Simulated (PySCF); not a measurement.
# C₄H₅ClGe: geometry, electronic excitations

What electronic excitations should C₄H₅ClGe (`[Cl][GeH]1[CH]=CC=[CH]1`) show?

Programs: PySCF 2.14.0, with density-fitted response routines of our own. Each step states its level of theory. These are calculated values for one molecule in the gas phase, unless marked as measured. Atoms are numbered from 0 throughout.

## Step 1: Starting geometry

11 atoms, charge 0, multiplicity 1; geometry from: GFN2-xTB. The atoms were then displaced at random by about 0.01 Å, so the start is not that level's minimum.

Bonds of the start (Å): Cl0–Ge1 2.10, Ge1–C2 1.97, C2–C3 1.39, C3–C4 1.44, C4–C5 1.33, C5–Ge1 1.97, Ge1–H6 1.52, C2–H7 1.05, C3–H8 1.07, C4–H9 1.08, C5–H10 1.08.

## Step 2: Relaxing the molecule at PBE0-D3(BJ)/def2-SVP

The job: settings as JSON, then the geometry in Å.

```
{"job": {"xc": "PBE0", "basis": "def2-SVP", "d3": "d3bj", "grid": 1, "shake": 0.01, "kind": "geom"}, "charge": 0, "multiplicity": 1}
Cl    -1.882380    -2.068840    -1.347620
Ge    -1.014010    -0.984740     0.233720
C     -0.979490     0.966110    -0.059030
C      0.352310     1.339790    -0.163750
C      1.346660     0.297780    -0.058960
C      0.955950    -0.950980     0.155060
H     -1.638030    -1.482370     1.523310
H     -1.760810     1.670830    -0.124320
H      0.631150     2.364280    -0.308040
H      2.382920     0.598880    -0.126620
H      1.643830    -1.776580     0.260590
```

Started as:

```sh
OMP_NUM_THREADS=1 python probes_run.py task.json out
```

The driver reads the jobs from task.json and runs them one after another.

**Question.** This job is followed by: TDDFT PBE0/aug-cc-pVDZ, vertical, gas phase, core orbitals frozen in the response; TDDFT PBE0/def2-TZVPD, vertical, gas phase, core orbitals frozen in the response. Predict these results of the whole session: point group; rotational constants (main isotopes); lowest singlet (PBE0/aug-cc-pVDZ); brightest single state of those computed; lowest triplet; range of the lowest singlet.

As calculated:

| quantity | value |
| --- | --- |
| point group | Cs |
| rotational constants (main isotopes) | 4.22, 1.45, 1.34 GHz |
| lowest singlet (PBE0/aug-cc-pVDZ) | 4.11 eV (301 nm), f = 0.033 |
| brightest single state of those computed | state 9, 6.55 eV, f = 0.051 |
| lowest triplet | 2.56 eV |
| range of the lowest singlet | 4.11 to 4.13 eV |

Relaxing lowered the energy by 0.199 eV in 12 steps; the close pair that moved most is Cl0–Ge1, from 2.105 to 2.165 Å. The first singlet state (HOMO→LUMO 0.96) lies at 4.11 eV and is weak; of the 10 states computed, the strongest absorption comes from state 9 at 6.55 eV. The lowest triplet lies 1.56 eV below the lowest singlet (triplets in Tamm-Dancoff, singlets in full TDDFT). The lowest singlet runs from 4.11 eV (PBE0/aug-cc-pVDZ) to 4.13 eV (PBE0/def2-TZVPD), while the orbital gap spans 5.07 to 5.09 eV. The lowest state need not be the same one in every run.
